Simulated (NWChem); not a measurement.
# One shape, several levels: SiN2H4ClF (SMILES N[Si](N)(F)Cl)

We compute a comparison of 4 runs (HF/STO-3G, HF/3-21G, B3LYP/6-31G*) of SiN2H4ClF. 

Program for the calculation: NWChem 7.3.0.

**1. The structure to begin with**

SiN2H4ClF has 9 atoms, charge 0, and is taken as a singlet. SMILES: `N[Si](N)(F)Cl`. The coordinates come from a PBE0-D4/def2-TZVP relaxation. This is one conformer, not always the lowest.

Bond lengths: N1–Si2 1.688 Å, Si2–N3 1.684 Å, Si2–F4 1.593 Å, Si2–Cl5 2.053 Å, N1–H6 1.006 Å, N1–H7 1.007 Å, N3–H8 1.006 Å, N3–H9 1.005 Å. Some angles: N1–Si2–N3 109.6°, N1–Si2–F4 104.5°, N1–Si2–Cl5 117.1°, N3–Si2–F4 116.4°, N3–Si2–Cl5 105.5°, F4–Si2–Cl5 104.2°, Si2–N1–H6 120.4°, Si2–N1–H7 120.4°, Si2–N3–H8 121.2°, Si2–N3–H9 121.8°.

**2. Energy and forces at HF/STO-3G (run 1)**

Contents of calc.nw:

```
start calc
title "ClFH4N2Si"
memory stack 880 mb heap 220 mb global 1100 mb
geometry units bohr noautosym nocenter noautoz
 N  -2.08512381  0.96867361 -1.51631624
 Si  0.78177970 -0.01492884 -0.52175338
 N   0.52572181 -1.28104534  2.38653512
 F   1.74176057 -1.85627797 -2.70079658
 Cl  3.57214929  2.66659253 -0.23999522
 H  -3.12900852  2.13860306 -0.44049516
 H  -2.43283341  1.19903123 -3.37221627
 H  -0.80105490 -2.58457842  2.78148788
 H   1.99366106 -1.32356418  3.59142450
end
basis spherical bse
 N library STO-3G
 Si library STO-3G
 F library STO-3G
 Cl library STO-3G
 H library STO-3G
end
scf
 thresh 1e-08
 maxiter 80
 noprint "final vectors analysis"
end
task scf gradient
```

Command:

```bash
nwchem calc.nw > calc.out
```

Standard output:

```text
[...]
  functions       =    37
[...]
  wavefunction    = RHF
[...]
         Total SCF energy =   -948.154095802440
      One-electron energy =  -1948.671795851561
      Two-electron energy =    683.686797730081
 Nuclear repulsion energy =    316.830902319040
        Time for solution =      1.8s
[...]
                         RHF ENERGY GRADIENTS
    atom               coordinates                        gradient
                 x          y          z           x          y          z
   1 N      -2.085124   0.968674  -1.516316   -0.008970   0.004511  -0.007397
   2 Si      0.781780  -0.014929  -0.521753    0.016713   0.014934   0.005573
   3 N       0.525722  -1.281045   2.386535   -0.000995  -0.005975   0.007630
   4 F       1.741761  -1.856278  -2.700797   -0.002914   0.005059  -0.000023
   5 Cl      3.572149   2.666593  -0.239995   -0.012209  -0.016091  -0.002075
   6 H      -3.129009   2.138603  -0.440495    0.006643  -0.006038  -0.002619
   7 H      -2.432833   1.199031  -3.372216    0.002487  -0.003451   0.007871
   8 H      -0.801055  -2.584578   2.781488    0.004125   0.004879  -0.003013
   9 H       1.993661  -1.323564   3.591425   -0.004879   0.002173  -0.005947
[...]
```

Run time: 3.3 s. Hardware: 1 thread of Intel Xeon 6975P-C (Granite Rapids), shared host; peak memory 0.095 GiB.

**3. Energy and gradient at HF/3-21G (run 2)**

Contents of clfh4n2si.nw:

```
start clfh4n2si
title "ClFH4N2Si gradient"
memory stack 880 mb heap 220 mb global 1100 mb
geometry units angstrom noautosym nocenter noautoz
   N    -1.103400    0.512600   -0.802400
   Si    0.413700   -0.007900   -0.276100
   N     0.278200   -0.677900    1.262900
   F     0.921700   -0.982300   -1.429200
   Cl    1.890300    1.411100   -0.127000
   H    -1.655800    1.131700   -0.233100
   H    -1.287400    0.634500   -1.784500
   H    -0.423900   -1.367700    1.471900
   H     1.055000   -0.700400    1.900500
end
basis spherical bse
   * library 3-21G
end
scf
   thresh 1e-08
   maxiter 80
   noprint "final vectors analysis"
end
task scf gradient
```

Command:

```bash
nwchem clfh4n2si.nw > clfh4n2si.out
```

Standard output:

```text
[...]
  functions       =    61
[...]
  wavefunction    = RHF
[...]
         Total SCF energy =   -954.411594307716
      One-electron energy =  -1952.073727922702
      Two-electron energy =    680.831208625715
 Nuclear repulsion energy =    316.830924989271
        Time for solution =      2.1s
[...]
                         RHF ENERGY GRADIENTS
    atom               coordinates                        gradient
                 x          y          z           x          y          z
   1 N      -2.085124   0.968674  -1.516316    0.009718  -0.023577   0.010496
   2 Si      0.781780  -0.014929  -0.521753    0.027347   0.015372  -0.006848
   3 N       0.525722  -1.281045   2.386535   -0.008936   0.017442  -0.013374
   4 F       1.741760  -1.856278  -2.700796   -0.010131   0.016536   0.015650
   5 Cl      3.572149   2.666592  -0.239995   -0.027909  -0.028456  -0.002554
   6 H      -3.129008   2.138603  -0.440495    0.002011   0.006573   0.000979
   7 H      -2.432833   1.199031  -3.372216    0.003357   0.004072  -0.003438
   8 H      -0.801055  -2.584578   2.781488   -0.000680  -0.006031  -0.000372
   9 H       1.993661  -1.323564   3.591424    0.005222  -0.001931  -0.000540
[...]
```

It took 3.6 s on 1 thread of Intel Xeon 6975P-C (Granite Rapids), shared host; peak memory 0.094 GiB.

Run 3 isn't shown in full; the table further down has it.

**4. Energy and forces at B3LYP/6-31G(d) (Cartesian functions) (run 4)**

Contents of calc.xyz:

```xyz
9
ClFH4N2Si
N     -1.103400     0.512600    -0.802400
Si     0.413700    -0.007900    -0.276100
N      0.278200    -0.677900     1.262900
F      0.921700    -0.982300    -1.429200
Cl     1.890300     1.411100    -0.127000
H     -1.655800     1.131700    -0.233100
H     -1.287400     0.634500    -1.784500
H     -0.423900    -1.367700     1.471900
H      1.055000    -0.700400     1.900500
```

Contents of run.py:

```python
from ase.io import read
from ase.calculators.nwchem import NWChem

system = read('calc.xyz')

calc = NWChem(
    label='calc',
    theory='dft',
    memory='2200 mb',
    basis='6-31G*',
    dft={'xc': 'b3lyp', 'mult': '1', 'grid': 'fine', 'convergence': 'energy 1e-08', 'iterations': '100', 'mulliken': None},
)
system.calc = calc

forces = system.get_forces()
print("Total energy (eV):", round(system.get_potential_energy(), 6))
print("forces (eV/A):")
for s, f in zip(system.symbols, forces):
    print(f"{s:2s} {f[0]:10.5f} {f[1]:10.5f} {f[2]:10.5f}")
print("dipole (e A):", system.get_dipole_moment().round(4))
```

Command:

```bash
export ASE_NWCHEM_COMMAND="nwchem PREFIX.nwi > PREFIX.nwo"
python run.py
```

Standard output:

```text
Total energy (eV): -26167.032063
forces (eV/A):
N    -0.26158   -0.01476   -0.01100
Si   -0.10259    0.00854    0.06479
N    -0.04237    0.03805    0.25500
F     0.22333   -0.41307   -0.47679
Cl    0.38150    0.38793    0.05836
H    -0.15411    0.15864    0.13473
H    -0.05528    0.03898   -0.24914
H    -0.18394   -0.17936    0.04273
H     0.19504   -0.02499    0.18126
dipole (e A): [-0.4986 -0.0825  0.27  ]
```

The calculator wrote calc.nwi:

```
title "calc"

permanent_dir calc

scratch_dir calc

start calc

geometry units angstrom nocenter noautosym noautoz
  N  -1.1033999999999999e+00 5.1259999999999994e-01 -8.0240000000000000e-01
  Si 4.1370000000000001e-01 -7.9000000000000008e-03 -2.7610000000000001e-01
  N  2.7820000000000000e-01 -6.7789999999999995e-01 1.2628999999999999e+00
  F  9.2169999999999996e-01 -9.8229999999999995e-01 -1.4292000000000000e+00
  Cl 1.8903000000000001e+00 1.4111000000000000e+00 -1.2700000000000000e-01
  H  -1.6557999999999999e+00 1.1316999999999999e+00 -2.3310000000000000e-01
  H  -1.2874000000000001e+00 6.3449999999999995e-01 -1.7845000000000000e+00
  H  -4.2390000000000000e-01 -1.3676999999999999e+00 1.4719000000000000e+00
  H  1.0549999999999999e+00 -7.0040000000000002e-01 1.9005000000000001e+00
end

memory 2200 mb

basis noprint
   * library 6-31G*
end

dft
  xc b3lyp
  mult 1
  grid fine
  convergence energy 1e-08
  iterations 100
  mulliken
end

task dft gradient
```

calc.nwo:

```text
Northwest Computational Chemistry Package (NWChem) 7.3.0
             --------------------------------------------------------

           Job information
           ---------------

    nwchem branch   = 7.3.0
    use scalapack   = T
    input           = calc.nwi
    prefix          = calc.
    data base       = calc/calc.db
    status          = startup
    nproc           =        1

           Memory information
           ------------------

    heap     =     72089596 doubles =      550.0 Mbytes
    stack    =     72089601 doubles =      550.0 Mbytes
    global   =    144179200 doubles =     1100.0 Mbytes (distinct from heap & stack)
    total    =    288358397 doubles =     2200.0 Mbytes
    verify   = yes
    hardfail = no

[... 109 lines left out ...]
  convergence criterion.
[... 42 lines left out ...]
          Spatial weights used:  Erf1
[... 74 lines left out ...]
         Total DFT energy =     -961.620699482388
[... 3 lines left out ...]
 Nuclear repulsion energy =      316.830924989271
[... 704 lines left out ...]
          Convergence on gradient requested:  5.00D-04
[... 29 lines left out ...]
          total energy or number of iterations.
[... 26 lines left out ...]
                         DFT ENERGY GRADIENTS

    atom               coordinates                        gradient
                 x          y          z           x          y          z
   1 N      -2.085124   0.968674  -1.516316    0.005087   0.000287   0.000214
   2 Si      0.781780  -0.014929  -0.521753    0.001995  -0.000166  -0.001260
   3 N       0.525722  -1.281045   2.386535    0.000824  -0.000740  -0.004959
[... 5 lines of this table left out ...]
   9 H       1.993661  -1.323564   3.591424   -0.003793   0.000486  -0.003525

                 ----------------------------------------
                 |  Time  |  1-e(secs)   |  2-e(secs)   |
                 ----------------------------------------
                 |  CPU   |       0.01   |       5.64   |
                 ----------------------------------------
                 |  WALL  |       0.01   |       5.64   |
                 ----------------------------------------

 Task  times  cpu:       22.5s     wall:       22.5s
 Total times  cpu:       22.5s     wall:       22.5s
```

Wall time 24 s (1 thread of Intel Xeon 6975P-C (Granite Rapids), shared host); peak memory 0.12 GiB.

**5. Overview of the runs**

| run | level | iteration cap | module | energy (Eh) | dipole moment (D) | largest force (eV/Å) | wall time |
| --- | --- | --- | --- | --- | --- | --- | --- |
| 1 | HF/STO-3G | 80 | scf | -948.154096 | 2.74 | 1.188 | 3.3 s |
| 2 | HF/3-21G | 80 | scf | -954.411594 | 3.39 | 2.054 | 3.6 s |
| 3 | B3LYP/6-31G* (spherical functions) | 100 | dft | -961.611985 | – | 0.732 | 39 s |
| 4 | B3LYP/6-31G* (Cartesian functions) | 100 | dft | -961.620699 | 2.75 | 0.669 | 24 s |

**6. Outcome**

```
                       quantity          value
            run 4: total energy  -961.62070 Eh
           run 4: dipole moment         2.75 D
             run 4: HOMO energy       -7.49 eV
             run 4: LUMO energy        1.18 eV
           run 4: HOMO–LUMO gap        8.68 eV
run 4: largest force on an atom     0.669 eV/Å
```

What this shows: Over runs 1, 2, 4 the dipole moment (its size) runs from 2.74 D (HF/STO-3G) to 3.39 D (HF/3-21G). In run 1 the basis is minimal, so the values are rough. All runs together took 70 s, the longest 39 s.
